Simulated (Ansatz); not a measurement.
# Al3Cu: the cost of one run

Method: DFT PBEsol, scalar-relativistic, plane waves, PAW, in Ansatz 0.2.0.

1 further run of the same task is left out (set aside as unsound or not needed).

**1. The starting structure**

It takes space group Pm-3m (No. 221, cubic). Conventional cell: a = 3.892 Å, b = 3.892 Å, c = 3.892 Å, α = 90.00°, β = 90.00°, γ = 90.00°. Al (site symmetry 4/mmm) is surrounded by 8 Al at 2.75 Å and 4 Cu at 2.75 Å. Around Cu (site symmetry m-3m) lie 12 Al at 2.75 Å.

As a file:

```cif
data_structure
_symmetry_space_group_name_H-M 'P 1'
_symmetry_Int_Tables_number 1
_cell_length_a 3.8924
_cell_length_b 3.8924
_cell_length_c 3.8924
_cell_angle_alpha 90.000
_cell_angle_beta 90.000
_cell_angle_gamma 90.000
_cell_volume 58.97
loop_
_atom_site_label
_atom_site_type_symbol
_atom_site_fract_x
_atom_site_fract_y
_atom_site_fract_z
_atom_site_occupancy
Al1 Al 0.00000 0.50000 0.50000 1
Al2 Al 0.50000 0.00000 0.50000 1
Al3 Al 0.50000 0.50000 0.00000 1
Cu1 Cu 0.00000 0.00000 0.00000 1
```

It goes back to an entry of the Materials Project, which need not be the stable form.

It is the result of an earlier relaxation at this level (volume 14.74 Å³/atom; gap on the mesh: none (metal)).

**2. Bands, states and charges**

File input.yaml:

```yaml
crystal:
  lattice:
    - [3.892353778, 0.0, 0.0]
    - [0.0, 3.892353778, 0.0]
    - [0.0, 0.0, 3.892353778]
  atoms:
    - { symbol: Al, position: [0.0, 0.5, 0.5] }
    - { symbol: Al, position: [0.5, 0.0, 0.5] }
    - { symbol: Al, position: [0.5, 0.5, 0.0] }
    - { symbol: Cu, position: [0.0, 0.0, 0.0] }
basis:
  ecutwfc: 420
kpoints:
  mp_grid: { grid: [12, 12, 12] }
  band_path:
    path:
      - [[0.0, 0.0, 0.0], [0.0, 0.5, 0.0], [0.5, 0.5, 0.0], [0.0, 0.0, 0.0], [0.5, 0.5, 0.5], [0.0, 0.5, 0.0]]
      - [[0.5, 0.5, 0.5], [0.5, 0.5, 0.0]]
    npoints: 14
hamiltonian:
  xc: pbesol
scf:
  occupations: { method: gaussian, width: 0.1 }
  n_extra_bands: 10
output:
  forces: true
  stress: true
  eigenvalues: true
  populations: true
  dos: { projected: true, de: 0.02, nscf_kmesh: { grid: [18, 18, 18] } }
  bader: true
```

On the command line:

```console
$ ansatz run input.yaml --threads 1 --pin off --max-ram 2560MiB --backend cpu --events-out ev --progress --plain --runs-dir out
```

What time and memory should one allow on 1 thread of Intel Xeon 6975P-C (Granite Rapids), shared host?

About 34 s, with a peak of 0.46 GiB.
